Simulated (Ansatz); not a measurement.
**S (sc type): a single-point run**

The task is a single-point run on S (sc type).

Computed with Ansatz 0.2.0 (Kohn-Sham DFT, with the functional, basis and potentials that each input names (as first typed), unless a step's input says otherwise).

1 further run of the same task is left out (set aside as unsound or not needed). Runs told in other sessions of the task aren't counted.

## 1. The structure to begin with

The structure is cubic, space group Pm-3m (No. 221). Conventional cell: a = 2.306 Å, b = 2.306 Å, c = 2.306 Å, α = 90.00°, β = 90.00°, γ = 90.00°. S (site symmetry m-3m) has 6 S at 2.31 Å in its first shell of neighbours.

Coordinates:

```xyz
1
Lattice="2.3058 0.0000 0.0000 0.0000 2.3058 0.0000 0.0000 0.0000 2.3058" Properties=species:S:1:pos:R:3 pbc="T T T"
S     0.0000    0.0000    0.0000
```

## 2. Input and run

Contents of input.yaml:

```yaml
crystal:
  lattice:
    - [2.3057739616, 0.0, 0.0]
    - [0.0, 2.3057739616, 0.0]
    - [0.0, 0.0, 2.3057739616]
  atoms:
    - { symbol: S, position: [0.0, 0.0, 0.0] }
kpoints:
  mp_grid: { grid: [16, 16, 16] }
scf:
  occupations: { method: fermi_dirac, width: 0.08 }
  max_iter: 75
hamiltonian:
  xc: lda
  pseudopotentials: { kind: nc }
output:
  forces: true
  stress: true
  eigenvalues: true
  populations: true
magnetization:
  spin_polarized: true
  spin_orbit: true
```

Started as:

```
$ ansatz run input.yaml --threads 1 --pin off --max-ram 2048MiB --backend cpu --events-out ev --progress --plain --runs-dir out
```

**Question.** How will this run end, and is anything wrong with its input?

Nothing was computed: the input was turned down at the start. Its message: «2 input errors — fix all and re-run 1. inconsistent input (magnetization.spin_orbit, magnetization.noncollinear): true requires noncollinear: true — spin–orbit coupling acts on 2-spinor wavefunctions; set both flags»

The suspect setting: magnetization.spin_orbit is true. Spin-orbit coupling needs two-component spinors and fully relativistic potentials, and the input doesn't provide both.

The cure: delete magnetization.spin_orbit (the default then holds).
